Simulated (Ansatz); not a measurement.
**ReF3 (ReO3 type): a single-point run**

Aim: a sound single-point run of ReF3 (ReO3 type). The structure is shown as the input types it.

Method: DFT PBE, scalar-relativistic, plane waves, PAW, in Ansatz 0.2.0.

1 further run of the same task is left out (it didn't finish). Runs told in other sessions of the task aren't counted.

## 1. The system as given

It takes space group Pm-3m (No. 221, cubic). The conventional cell has a = 4.073 Å, b = 4.073 Å, c = 4.073 Å, α = 90.00°, β = 90.00°, γ = 90.00°. Around Re (site symmetry m-3m) lie 6 F at 2.04 Å. Around F (site symmetry 4/mmm) lie 2 Re at 2.04 Å.

Structure file:

```
CELL_PARAMETERS angstrom
4.07274 0.00000 0.00000
0.00000 4.07274 0.00000
0.00000 0.00000 4.07274
ATOMIC_POSITIONS crystal
Re 0.00000 0.00000 0.00000
F 0.50000 0.00000 0.00000
F 0.00000 0.00000 0.50000
F 0.00000 0.50000 0.00000
```

## 2. Input and run

input.yaml reads:

```yaml
crystal:
  lattice:
    - [4.0727436752, 0.0, 0.0]
    - [0.0, 4.0727436752, 0.0]
    - [0.0, 0.0, 4.0727436752]
  atoms:
    - { symbol: Re, position: [0.0, 0.0, 0.0], spin: 2.0 }
    - { symbol: F, position: [0.5, 0.0, 0.0] }
    - { symbol: F, position: [0.0, 0.0, 0.5] }
    - { symbol: F, position: [0.0, 0.5, 0.0] }
basis:
  ecutwfc: 420
  ecutrho_ratio: 4
kpoints:
  mp_grid: { grid: [10, 10, 10] }
hamiltonian:
  xc: pbe
scf:
  occupations: { method: gaussian, width: 0.05 }
  convergence: { dr2_threshold: 1.0e-14 }
  max_iter: 50
output:
  forces: true
  stress: true
magnetization:
  spin_polarized: true
```

Command:

```bash
$ ansatz run input.yaml --threads 2 --pin off --max-ram 2662MiB --backend cpu --events-out ev --progress --plain --runs-dir out
```

**Question.** How will this run end, and is anything wrong with its input?

The run converged and reported no error. That alone doesn't make the input a sound one.

The suspect setting: scf.convergence.dr2_threshold is 1.0e-14. What could go wrong: threshold needlessly tight. Once met, so tight a threshold does no harm; it costs cycles.

The test: delete scf.convergence.dr2_threshold (the default then holds).
